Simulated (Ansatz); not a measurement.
# ZnH2O2 + H2: a complex and its separated parts, part 2 of 2

Ansatz 0.2.0, Gaussian basis. The steps go on from the part before.

## Step 14: wB97X-V/def2-TZVPP

The inputs:

parta/in.yaml

```yaml
crystal:
  periodic: [false, false, false]
  atoms:
    - {symbol: Zn, position_ang: [0.328383, -0.468843, -0.202920]}
    - {symbol: O, position_ang: [0.693772, -0.834271, 1.485438]}
    - {symbol: O, position_ang: [-0.127497, 0.025890, -1.835409]}
    - {symbol: H, position_ang: [0.633711, -1.761785, 1.720304]}
    - {symbol: H, position_ang: [0.587111, 0.018079, -2.474414]}
basis:
  gaussian: {orbitals: def2-TZVPP}
hamiltonian: {xc: {name: wB97X-V}}
```

partb/in.yaml

```yaml
crystal:
  periodic: [false, false, false]
  atoms:
    - {symbol: H, position_ang: [-1.022176, 1.384067, 1.002802]}
    - {symbol: H, position_ang: [-1.093208, 1.636763, 0.304298]}
basis:
  gaussian: {orbitals: def2-TZVPP}
hamiltonian: {xc: {name: wB97X-V}}
```

Each run has its own folder and the same command.

Command:

```
$ ansatz run in.yaml --threads 4 --pin off --events-out ev --progress --plain --max-ram 9574MiB
```

Output in parta, shortened:

```text
Functional definition: wB97X-V
  name "wB97X-V"
  cite "Mardirossian & Head-Gordon, Phys. Chem. Chem. Phys. 16, 9904 (2014) doi:10.1039/C3CP54374A"
  cite "Becke, J. Chem. Phys. 107, 8554 (1997) doi:10.1063/1.475007"
  cite "Vydrov & Van Voorhis, J. Chem. Phys. 133, 244103 (2010) doi:10.1063/1.3521275"
[...]
      + integral(e_c_pw_opposite_spin*poly(b97_u_opposite, cos0, cos1)) + vv10(b, c)
956 factors; their error is unknown
164 factors; integrals over basis functions are off by at most 3.4e-5 eV
[...]
mean field -52543.28882583 eV, -1930.9302492291 hartree, gradient 1.8e-5 eV, S^2 0.000000; 0 other end points of the search recorded, 0 dependent functions left out
reference -52543.28882378 eV, -1930.9302491535 hartree; 24, 24 occupied and 130, 130 virtual orbitals, 956 factors
Total energy: -52543.28882378 eV, -1930.9302491535 hartree
```

partb printed, shortened:

```text
[... 5 set-up lines as earlier in the session ...]
[...]
      + integral(e_c_pw_opposite_spin*poly(b97_u_opposite, cos0, cos1)) + vv10(b, c)
118 factors; their error is unknown
42 factors; integrals over basis functions are off by at most 3.0e-5 eV
[...]
mean field -31.90859772 eV, -1.1726193378 hartree, gradient 8.8e-5 eV, S^2 0.000000; 0 other end points of the search recorded, 0 dependent functions left out
reference -31.90859672 eV, -1.1726193011 hartree; 1, 1 occupied and 27, 27 virtual orbitals, 118 factors
Total energy: -31.90859672 eV, -1.1726193011 hartree
```

Times: 2.6 s (parta), 0.15 s (partb) on 4 threads of Arm Neoverse V2, shared host.

## Step 15: wB97M-V/def2-TZVPP

The same edit goes into each in.yaml of step 14 (parta, partb):

```diff
-hamiltonian: {xc: {name: wB97X-V}}
+hamiltonian: {xc: {name: wB97M-V}}
```

One command serves all of them, each in its own folder.

Command:

```
$ ansatz run in.yaml --threads 4 --pin off --events-out ev --progress --plain --max-ram 9574MiB
```

Log of parta, shortened:

```text
Functional definition: wB97M-V
  name "wB97M-V"
  cite "Mardirossian & Head-Gordon, J. Chem. Phys. 144, 214110 (2016) doi:10.1063/1.4952647"
[... 2 set-up lines as earlier in the session ...]
  # Of w^i u^j: cxij and so on, Table III.
[...]
  gx(w, u) = 1 - cx + cx01*u + cx10*w
[...]
      + integral(e_c_pw_mod_opposite_spin*gos(b97_w_opposite, b97_u_opposite)) + vv10(b, c)
956 factors; their error is unknown
164 factors; integrals over basis functions are off by at most 3.4e-5 eV
[...]
mean field -52545.46620041 eV, -1931.0102662689 hartree, gradient 1.8e-5 eV, S^2 0.000000; 0 other end points of the search recorded, 0 dependent functions left out
reference -52545.46625086 eV, -1931.0102681228 hartree; 24, 24 occupied and 130, 130 virtual orbitals, 956 factors
Total energy: -52545.46625086 eV, -1931.0102681228 hartree
```

Output in partb, shortened:

```text
[... 5 set-up lines as earlier in the session ...]
  # Of w^i u^j: cxij and so on, Table III.
[...]
  gx(w, u) = 1 - cx + cx01*u + cx10*w
[...]
      + integral(e_c_pw_mod_opposite_spin*gos(b97_w_opposite, b97_u_opposite)) + vv10(b, c)
118 factors; their error is unknown
42 factors; integrals over basis functions are off by at most 3.0e-5 eV
[...]
mean field -31.60110937 eV, -1.1613193492 hartree, gradient 7.3e-6 eV, S^2 0.000000; 0 other end points of the search recorded, 0 dependent functions left out
reference -31.60113362 eV, -1.1613202407 hartree; 1, 1 occupied and 27, 27 virtual orbitals, 118 factors
Total energy: -31.60113362 eV, -1.1613202407 hartree
```

Times: 3 s (parta), 0.15 s (partb) on 4 threads of Arm Neoverse V2, shared host.

## Step 16: B2PLYP/def2-TZVPP

Edit parta/in.yaml of step 15 so:

```diff
@@ -10,2 +10,3 @@
   gaussian: {orbitals: def2-TZVPP}
-hamiltonian: {xc: {name: wB97M-V}}
+hamiltonian: {xc: {name: B2PLYP}}
+correlation: {frozen_orbitals: {H: 0, O: 1, Zn: 9}}
```

Edit partb/in.yaml of step 15 so:

```diff
@@ -7,2 +7,2 @@
   gaussian: {orbitals: def2-TZVPP}
-hamiltonian: {xc: {name: wB97M-V}}
+hamiltonian: {xc: {name: B2PLYP}}
```

One command serves all of them, each in its own folder.

Command:

```
$ ansatz run in.yaml --threads 4 --pin off --events-out ev --progress --plain --max-ram 9574MiB
```

parta printed, shortened:

```text
Functional definition: B2PLYP
  name "B2PLYP"
  cite "Grimme, J. Chem. Phys. 124, 034108 (2006) doi:10.1063/1.2148954"
[... 2 set-up lines as earlier in the session ...]
[...]
1015 factors; integrals over basis functions are off by at most 1.0e-3 eV
[...]
mean field -52530.44897124 eV, -1930.4583932759 hartree, gradient 1.1e-6 eV, S^2 0.000000; 0 other end points of the search recorded, 0 dependent functions left out
11 core orbitals not correlated: weight in the atoms' cores, before any rotation towards them, 1.000 or more for the frozen orbitals, at most 0.000 for the correlated occupied ones
reference -52530.44911040 eV, -1930.4583983898 hartree; 13, 13 occupied and 130, 130 virtual orbitals, 1015 factors
second order -32.54209693 eV of doubles, -0.00000000 eV of singles
Total energy: -52539.23547657 eV, -1930.7812913910 hartree
```

Output in partb, shortened:

```text
[... 5 set-up lines as earlier in the session ...]
[...]
145 factors; integrals over basis functions are off by at most 7.4e-4 eV
[...]
mean field -31.55848408 eV, -1.1597528987 hartree, gradient 1.1e-6 eV, S^2 0.000000; 0 other end points of the search recorded, 0 dependent functions left out
reference -31.55857349 eV, -1.1597561847 hartree; 1, 1 occupied and 27, 27 virtual orbitals, 145 factors
second order -1.02367124 eV of doubles, -0.00000000 eV of singles
Total energy: -31.83496473 eV, -1.1699133753 hartree
```

Times: 1.9 s (parta), 0.1 s (partb) on 4 threads of Arm Neoverse V2, shared host.

## Step 17: PBE-QIDH/def2-TZVPP

The same edit goes into each in.yaml of step 16 (parta, partb):

```diff
-hamiltonian: {xc: {name: B2PLYP}}
+hamiltonian: {xc: {name: PBE-QIDH}}
```

Each run has its own folder and the same command.

Command:

```
$ ansatz run in.yaml --threads 4 --pin off --events-out ev --progress --plain --max-ram 9574MiB
```

parta printed, shortened:

```text
Functional definition: PBE-QIDH
  name "PBE-QIDH"
  cite "Brémond, Sancho-García, Pérez-Jiménez & Adamo, J. Chem. Phys. 141, 031101 (2014) doi:10.1063/1.4890314"
[... 1 set-up line as earlier in the session ...]
[...]
1015 factors; integrals over basis functions are off by at most 1.0e-3 eV
[...]
mean field -52520.87346634 eV, -1930.1064999612 hartree, gradient 2.7e-6 eV, S^2 0.000000; 0 other end points of the search recorded, 0 dependent functions left out
11 core orbitals not correlated: weight in the atoms' cores, before any rotation towards them, 1.000 or more for the frozen orbitals, at most 0.000 for the correlated occupied ones
reference -52520.87347912 eV, -1930.1065004312 hartree; 13, 13 occupied and 130, 130 virtual orbitals, 1015 factors
second order -30.28807927 eV of doubles, -0.00000000 eV of singles
Total energy: -52530.96950555 eV, -1930.4775225590 hartree
```

Log of partb, shortened:

```text
[... 4 set-up lines as earlier in the session ...]
[...]
145 factors; integrals over basis functions are off by at most 7.4e-4 eV
[...]
mean field -31.52724315 eV, -1.1586048158 hartree, gradient 1.4e-6 eV, S^2 0.000000; 0 other end points of the search recorded, 0 dependent functions left out
reference -31.52724957 eV, -1.1586050517 hartree; 1, 1 occupied and 27, 27 virtual orbitals, 145 factors
second order -0.95921075 eV of doubles, -0.00000000 eV of singles
Total energy: -31.84698648 eV, -1.1703551666 hartree
```

Wall times: 1.6 s (parta), 0.1 s (partb) on 4 threads of Arm Neoverse V2, shared host.

## Step 18: RPA on PBE/def2-TZVPP

Edit parta/in.yaml of step 17 so:

```diff
@@ -10,3 +10,3 @@
   gaussian: {orbitals: def2-TZVPP}
-hamiltonian: {xc: {name: PBE-QIDH}}
-correlation: {frozen_orbitals: {H: 0, O: 1, Zn: 9}}
+hamiltonian: {xc: pbe}
+correlation: {method: rpa, frozen_orbitals: {H: 0, O: 1, Zn: 9}}
```

Edit partb/in.yaml of step 17 so:

```diff
@@ -7,2 +7,3 @@
   gaussian: {orbitals: def2-TZVPP}
-hamiltonian: {xc: {name: PBE-QIDH}}
+hamiltonian: {xc: pbe}
+correlation: {method: rpa}
```

One command serves all of them, each in its own folder.

Command:

```
$ ansatz run in.yaml --threads 4 --pin off --events-out ev --progress --plain --max-ram 9574MiB
```

Output in parta, shortened:

```text
[... 4 set-up lines as earlier in the session ...]
[...]
1015 factors; integrals over basis functions are off by at most 1.0e-3 eV
[...]
mean field -52537.83926289 eV, -1930.7299814847 hartree, gradient 4.9e-6 eV, S^2 0.000000; 1 other end points of the search recorded, 0 dependent functions left out
11 core orbitals not correlated: weight in the atoms' cores, before any rotation towards them, 1.000 or more for the frozen orbitals, at most 0.000 for the correlated occupied ones
reference -52483.28073285 eV, -1928.7249924870 hartree; 13, 13 occupied and 130, 130 virtual orbitals, 1015 factors
Total energy: -52520.74150105 eV, -1930.1016503264 hartree
```

Log of partb, shortened:

```text
[... 4 set-up lines as earlier in the session ...]
[...]
145 factors; integrals over basis functions are off by at most 7.4e-4 eV
[...]
mean field -31.73222142 eV, -1.1661376283 hartree, gradient 1.4e-6 eV, S^2 0.000000; 0 other end points of the search recorded, 0 dependent functions left out
reference -30.80638802 eV, -1.1321138786 hartree; 1, 1 occupied and 27, 27 virtual orbitals, 145 factors
Total energy: -32.86230293 eV, -1.2076673577 hartree
```

Wall times: 1.6 s (parta), 0.1 s (partb) on 4 threads of Arm Neoverse V2, shared host.

## Step 19: CCSD(T)/def2-TZVPP

Edit parta/in.yaml of step 18 so:

```diff
@@ -10,3 +10,2 @@
   gaussian: {orbitals: def2-TZVPP}
-hamiltonian: {xc: pbe}
-correlation: {method: rpa, frozen_orbitals: {H: 0, O: 1, Zn: 9}}
+correlation: {method: ccsd_t, frozen_orbitals: {H: 0, O: 1, Zn: 9}}
```

Edit partb/in.yaml of step 18 so:

```diff
@@ -7,3 +7,2 @@
   gaussian: {orbitals: def2-TZVPP}
-hamiltonian: {xc: pbe}
-correlation: {method: rpa}
+correlation: {method: ccsd_t}
```

The same command starts each run, in its folder.

Command:

```
$ ansatz run in.yaml --threads 4 --pin off --events-out ev --progress --plain --max-ram 9574MiB
```

parta printed, shortened:

```text
Functional definition: HF
  name "HF"
  cite "Fock, Z. Phys. 61, 126 (1930) doi:10.1007/BF01340294"
[... 1 set-up line as earlier in the session ...]
[...]
1015 factors; integrals over basis functions are off by at most 1.0e-3 eV
[...]
mean field -52485.07829680 eV, -1928.7910517436 hartree, gradient 2.2e-6 eV, S^2 0.000000; 0 other end points of the search recorded, 0 dependent functions left out
11 core orbitals not correlated: weight in the atoms' cores, before any rotation towards them, 1.000 or more for the frozen orbitals, at most 0.000 for the correlated occupied ones
reference -52485.07829680 eV, -1928.7910517436 hartree; 13, 13 occupied and 130, 130 virtual orbitals, 1015 factors
second order -27.31010906 eV of doubles, -0.00000000 eV of singles
cycle   1  -25.13683815 eV  change     2.2e0 eV  update   1.4e-1
[...]
cycle  11  -26.00636482 eV  change    3.2e-5 eV  update   9.1e-6
perturbative correction -0.86369318 eV, -0.0317401391 hartree
Total energy: -52511.94835481 eV, -1929.7785081622 hartree
```

partb printed, shortened:

```text
[... 4 set-up lines as earlier in the session ...]
[...]
145 factors; integrals over basis functions are off by at most 7.4e-4 eV
[...]
mean field -30.82769292 eV, -1.1328968189 hartree, gradient 4.3e-7 eV, S^2 0.000000; 0 other end points of the search recorded, 0 dependent functions left out
reference -30.82769292 eV, -1.1328968189 hartree; 1, 1 occupied and 27, 27 virtual orbitals, 145 factors
second order -0.86257770 eV of doubles, -0.00000000 eV of singles
cycle   1  -1.00723530 eV  change   -1.4e-1 eV  update   2.6e-2
[...]
cycle   7  -1.07308753 eV  change    6.0e-7 eV  update   4.1e-7
perturbative correction -0.00000000 eV, -0.0000000000 hartree
Total energy: -31.90078044 eV, -1.1723320582 hartree
```

Wall times: 5.5 s (parta), 0.1 s (partb) on 4 threads of Arm Neoverse V2, shared host; peak memory 0.81 GiB.

## Step 20: Vibrations of ZnH2O2

The input, vib-parta/in.yaml:

```yaml
crystal:
  periodic: [false, false, false]
  atoms:
    - {symbol: Zn, position_ang: [0.328383, -0.468843, -0.202920]}
    - {symbol: O, position_ang: [0.693772, -0.834271, 1.485438]}
    - {symbol: O, position_ang: [-0.127497, 0.025890, -1.835409]}
    - {symbol: H, position_ang: [0.633711, -1.761785, 1.720304]}
    - {symbol: H, position_ang: [0.587111, 0.018079, -2.474414]}
basis:
  gaussian: {orbitals: def2-TZVP}
hamiltonian: {xc: pbe0, dispersion: d4}
phonons: {temperatures: {t_min: 298.15, t_max: 900, t_step: 200}}
```

Command:

```
$ ansatz run in.yaml --threads 4 --pin off --events-out ev --progress --plain --max-ram 9574MiB
```

What it wrote, shortened:

```text
[... 5 set-up lines as earlier in the session ...]
[...]
931 factors; their error is unknown
[...]
mean field -52538.03062188 eV, -1930.7370137979 hartree, gradient 2.0e-5 eV, S^2 0.000000; 0 other end points of the search recorded, 0 dependent functions left out
[...]
Atom 2 at    -0.127497     0.025890    -1.835409 Å, force     0.000296    -0.000747     0.002246 eV/Å
Atom 3 at     0.633711    -1.761785     1.720304 Å, force     0.000066    -0.001392     0.001988 eV/Å
Atom 4 at     0.587111     0.018079    -2.474414 Å, force     0.000417     0.000701    -0.002287 eV/Å
Dipole moment:     0.223873    -0.319907    -0.138227 e Å
Vibrations: 142.89 170.89 176.99 612.07 745.26 787.71 790.98 3909.92 3910.68 cm⁻¹, zero-point energy 0.697249 eV
```

It took 12 s on 4 threads of Arm Neoverse V2, shared host.

Wavenumbers and character of the modes:

| mode | wavenumber (cm⁻¹) | character |
| --- | --- | --- |
| 1 | 143 | not assigned (largely outside the bonds, angles and torsions drawn) |
| 2 | 171 | bend |
| 3 | 177 | not assigned (largely outside the bonds, angles and torsions drawn) |
| 4 | 612 | Zn–O stretch |
| 5 | 745 | Zn–O stretch |
| 6 | 788 | bend |
| 7 | 791 | bend |
| 8 | 3910 | O–H stretch |
| 9 | 3911 | O–H stretch |

Vibrational sums (real modes only):

| T (K) | entropy (J/mol/K) | heat capacity (J/mol/K) |
| --- | --- | --- |
| 298 | 36.3 | 36.6 |
| 498 | 58.1 | 47.7 |
| 698 | 75.0 | 52.6 |
| 898 | 88.7 | 55.7 |

## Step 21: Vibrations of H2

The input, vib-partb/in.yaml:

```yaml
crystal:
  periodic: [false, false, false]
  atoms:
    - {symbol: H, position_ang: [-1.022176, 1.384067, 1.002802]}
    - {symbol: H, position_ang: [-1.093208, 1.636763, 0.304298]}
basis:
  gaussian: {orbitals: def2-TZVP}
hamiltonian: {xc: pbe0, dispersion: d4}
phonons: {temperatures: {t_min: 298.15, t_max: 900, t_step: 200}}
```

Command:

```
$ ansatz run in.yaml --threads 4 --pin off --events-out ev --progress --plain --max-ram 9574MiB
```

What it wrote, shortened:

```text
[... 5 set-up lines as earlier in the session ...]
[...]
88 factors; their error is unknown
[...]
mean field -31.78865262 eV, -1.1682114366 hartree, gradient 1.8e-5 eV, S^2 0.000000; 0 other end points of the search recorded, 0 dependent functions left out
[...]
reference -31.78856302 eV, -1.1682081440 hartree; 1, 1 occupied and 11, 11 virtual orbitals, 88 factors
Total energy: -31.79027505 eV, -1.1682710598 hartree
Atom 0 at    -1.022176     1.384067     1.002802 Å, force    -0.000273     0.000971    -0.002684 eV/Å
Atom 1 at    -1.093208     1.636763     0.304298 Å, force     0.000273    -0.000971     0.002684 eV/Å
Dipole moment:     0.000000     0.000000    -0.000000 e Å
Vibrations: 4413.96 cm⁻¹, zero-point energy 0.273631 eV
```

It took 0.2 s on 4 threads of Arm Neoverse V2, shared host.

The modes, with what each moves most:

| mode | wavenumber (cm⁻¹) | character |
| --- | --- | --- |
| 1 | 4414 | H–H stretch |

Vibrational sums (real modes only):

| T (K) | entropy (J/mol/K) | heat capacity (J/mol/K) |
| --- | --- | --- |
| 298 | 0.0 | 0.0 |
| 498 | 0.0 | 0.0 |
| 698 | 0.0 | 0.1 |
| 898 | 0.1 | 0.4 |

## Step 22: Complex less separated parts

The complex's own energies come from single points at the same levels.

Rows are in def2-TZVPP; times add the 3 runs of a level on a shared host, so small differences are noise.

Differences are taken before rounding.

| method | rung | complex less parts (kJ/mol) | from CCSD(T) (kJ/mol) | time |
| --- | --- | --- | --- | --- |
| SPW92 | LDA | -16.2 | -10.6 | 1.2 s |
| PBE-D4 | GGA | -6.7 | -1.0 | 1.6 s |
| BLYP-D4 | GGA | -3.4 | +2.3 | 1.8 s |
| r2SCAN-D4 | meta-GGA | -8.3 | -2.7 | 3.5 s |
| B97M-V | meta-GGA | -6.2 | -0.5 | 8.5 s |
| PBE0-D4 | hybrid | -7.4 | -1.7 | 2.1 s |
| B3LYP-D4 | hybrid | -5.3 | +0.3 | 2.4 s |
| r2SCAN0-D4 | hybrid | -9.0 | -3.4 | 3.9 s |
| BHLYP-D4 | hybrid | -7.4 | -1.8 | 2.2 s |
| CAM-B3LYP-D4 | range-separated hybrid | -6.9 | -1.3 | 2.6 s |
| wB97X-V | range-separated hybrid | -7.0 | -1.4 | 6 s |
| wB97M-V | range-separated hybrid | -7.0 | -1.4 | 6.7 s |
| B2PLYP | double hybrid | -3.4 | +2.2 | 4.2 s |
| PBE-QIDH | double hybrid | -6.1 | -0.5 | 4 s |
| RPA on PBE | RPA | -2.8 | +2.8 | 4.1 s |
| Hartree-Fock | wavefunction | -1.3 | +4.3 |  |
| MP2 | wavefunction | -4.9 | +0.8 |  |
| CCSD | wavefunction | -5.1 | +0.6 |  |
| CCSD(T) | wavefunction | -5.6 | 0 | 32 s |

Among the levels timed on like hardware and quicker than the yardstick, those that no quicker one beats, quickest first: SPW92 (1.2 s, -10.6 kJ/mol); PBE-D4 (1.6 s, -1.0 kJ/mol); B3LYP-D4 (2.4 s, +0.3 kJ/mol).

B3LYP-D4 reaches 0.3 kJ/mol from the reference in 2.4 s, where CCSD(T) took 32 s; the quickest level in the cost chart, SPW92, takes 1.2 s and misses by 10.6 kJ/mol.

The complex's zero-point energy, from a separate PBE0-D4 run, is 1.041 eV.

## Step 23: Results

This closing draws on all 2 parts.

```
                              quantity        value
complex less parts, CCSD(T)/def2-TZVPP  -5.6 kJ/mol
                with zero-point energy  +1.1 kJ/mol
                 largest T1 diagnostic        0.018
```

In words: At CCSD(T) the complex lies 5.6 kJ/mol below its parts. B3LYP-D4 is the best functional here (+0.3 kJ/mol from CCSD(T)); SPW92 is the worst (-10.6 kJ/mol). Mean unsigned error by rung: LDA 10.6, GGA 1.6, meta-GGA 1.6, hybrid 1.8, range-separated hybrid 1.3, double hybrid 1.4 kJ/mol. PBE-D4 gives a relative energy 1.0 kJ/mol too low, an error of 18 % of the reference. No counterpoise was applied, and triple zeta lacks some correlation, so the CCSD(T) reference has a basis error of its own, and close matches with it are partly luck.
